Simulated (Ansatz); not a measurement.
Crystal: NiMoIrPdW.

```
Ni Mo Pd Ir W
1.0
     2.76078    0.00000    0.00000
    -1.38039    2.39090    0.00000
     0.00000    0.00000   11.34051
Ni Mo Pd Ir W
1 1 1 1 1
Direct
  0.00000 0.00000 0.70917
  0.66667 0.33333 0.29425
  0.66667 0.33333 0.89901
  0.00000 0.00000 0.10604
  0.66667 0.33333 0.52921
```

The cell was built by a generator and needn't be a form met in nature.

| Quantity | Value |
| --- | --- |
| Program | Ansatz 0.2.0 |
| Task | relaxation of cell and atoms |
| Functional | PBE |
| Dispersion | D3(BJ)-ATM |
| Potentials or basis | Ansatz PAW |
| Cutoff | 420 eV (not typed: the program's choice for these potentials) |
| k mesh | 8 × 8 × 2 |
| Occupations | fermi-dirac, width 0.05 eV |
| Spin | collinear spin, ferromagnetic start |
| Starting moments | [1.0, 1.0, 0.0, 0.6, 0.0] μB |

At the start: volume 14.97 Å³/atom.

Question: Where does the relaxation end?

Answer: It ends after 6 steps and the volume is 14.62 Å³/atom (-2.3 %); space group P3m1 (No. 156, to 0.05 Å); moment 0.00 μB per cell.

Step by step:
```csv
step,energy change (eV),largest force (eV/Å),volume (Å³)
1,0.0000,0.2958,74.86
2,-0.0320,0.0298,73.30
3,-0.0325,0.0743,73.08
4,-0.0327,0.0058,73.12
5,-0.0327,0.0014,73.12
6,-0.0320,0.0014,73.12
```

Final structure:
```
CELL_PARAMETERS angstrom
2.74289 0.00000 0.00000
-1.37145 2.37542 0.00000
0.00000 0.00000 11.22317
ATOMIC_POSITIONS crystal
Ni 0.00000 0.00000 0.71032
Mo 0.66667 0.33333 0.29520
Pd 0.66667 0.33333 0.89868
Ir 0.00000 0.00000 0.10385
W 0.66667 0.33333 0.52963
```

Caveat: the plane-wave basis is chosen anew once the cell has moved, so the energies of steps on either side of that aren't comparable; pairwise dispersion overbinds metals, which lowers pressure and volume; the starting moments weren't kept.
